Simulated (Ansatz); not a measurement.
# FH4O2SSi2 radical: a ladder of functionals and wavefunction methods

One table from this session's results is given with a row withheld; the runs are named, their logs left out.

The runs use Ansatz 0.2.0, Gaussian basis; functionals in def2-TZVPP, the program's frozen cores in correlated methods.

The runs, in order: PBE-D4, r2SCAN-D4, PBE0-D4, B3LYP-D4, ωB97X-V, ωB97M-V, B2PLYP; CCSD(T)/def2-TZVPP; MP2/def2-QZVPP; extrapolation to the limit.

## Structure used throughout

All runs share one geometry, relaxed beforehand with PBE0-D4 in a triple-zeta def2 set.

SMILES `O[SiH]S[SiH](O)F`, 10 atoms, charge 0, spin multiplicity 2.

Atoms are counted from 1 here; the program's logs count them from 0.

Bond lengths: O1–Si2 1.641 Å, O1–H7 0.962 Å, Si2–S3 2.159 Å, Si2–H8 1.486 Å, S3–Si4 2.116 Å, Si4–O5 1.622 Å, Si4–F6 1.608 Å, Si4–H9 1.469 Å, O5–H10 0.959 Å. Angles: Si2–O1–H7 115.6°, O1–Si2–S3 113.8°, O1–Si2–H8 106.3°, S3–Si2–H8 105.5°, Si2–S3–Si4 97.0°, S3–Si4–O5 110.1°, S3–Si4–F6 107.3°, S3–Si4–H9 115.0°, O5–Si4–F6 110.5°, O5–Si4–H9 107.4°, F6–Si4–H9 106.4°, Si4–O5–H10 119.0°.

The first run:

The input, in.yaml:

```yaml
crystal:
  periodic: [false, false, false]
  atoms:
    - {symbol: O, position_ang: [-1.898702, -1.596238, -0.036957]}
    - {symbol: Si, position_ang: [-1.033694, -1.124330, 1.275058]}
    - {symbol: S, position_ang: [1.028929, -0.661238, 0.837172]}
    - {symbol: Si, position_ang: [0.671428, 1.134986, -0.222730]}
    - {symbol: O, position_ang: [1.961118, 1.511658, -1.131988]}
    - {symbol: F, position_ang: [-0.621110, 0.895234, -1.148622]}
    - {symbol: H, position_ang: [-1.903005, -0.979270, -0.774987]}
    - {symbol: H, position_ang: [-0.991882, -2.295278, 2.189830]}
    - {symbol: H, position_ang: [0.370203, 2.301837, 0.617822]}
    - {symbol: H, position_ang: [2.416726, 0.812628, -1.604588]}
basis:
  gaussian: {orbitals: def2-TZVPP}
magnetization: {spin_polarized: true, initial_magnetization: 1}
hamiltonian: {xc: pbe, dispersion: d4}
output: {forces: true, orbitals: {seedname: orbitals}}
```

Started as:

```bash
> ansatz run in.yaml --threads 2 --pin off --events-out ev --progress --plain --max-ram 22528MiB --backend cuda --devices 0, --max-vram 18GiB
```

Among the steps run: PBE-D4 (GGA); r2SCAN-D4 (meta-GGA); PBE0-D4 (hybrid); B3LYP-D4 (hybrid); ωB97X-V (range-separated); ωB97M-V (range-separated); B2PLYP (double hybrid); CCSD(T) in def2-TZVPP; MP2 in def2-QZVPP.

One table of the session follows, with a row left open; its other results are not shown here.

It belongs to the step «Atomisation energies». 

| method | atomisation energy (kJ/mol) |
| --- | --- |
| PBE-D4 | 3741.7 |
| r2SCAN-D4 | 3720.2 |
| PBE0-D4 | 3654.8 |
| B3LYP-D4 | 3665.3 |
| ωB97X-V | 3708.8 |
| ωB97M-V | 3703.9 |
| B2PLYP | 3634.5 |
| HF/def2-TZVPP | ? |
| MP2/def2-TZVPP | 3696.4 |
| CCSD/def2-TZVPP | 3512.9 |
| CCSD(T)/def2-TZVPP | 3578.0 |
| MP2/CBS | 3829.5 |
| CCSD(T)/CBS | 3711.2 |

Estimate the missing values for HF/def2-TZVPP.

**Answer.** atomisation energy (kJ/mol): 2622.3. In the column «atomisation energy (kJ/mol)» it is the lowest.

Caveats from the session: Free atoms (2 O, 2 Si, 1 S, 1 F, 4 H) were run apart at each level; the atomisation energy is their sum less the molecule, without zero-point or spin-orbit terms.
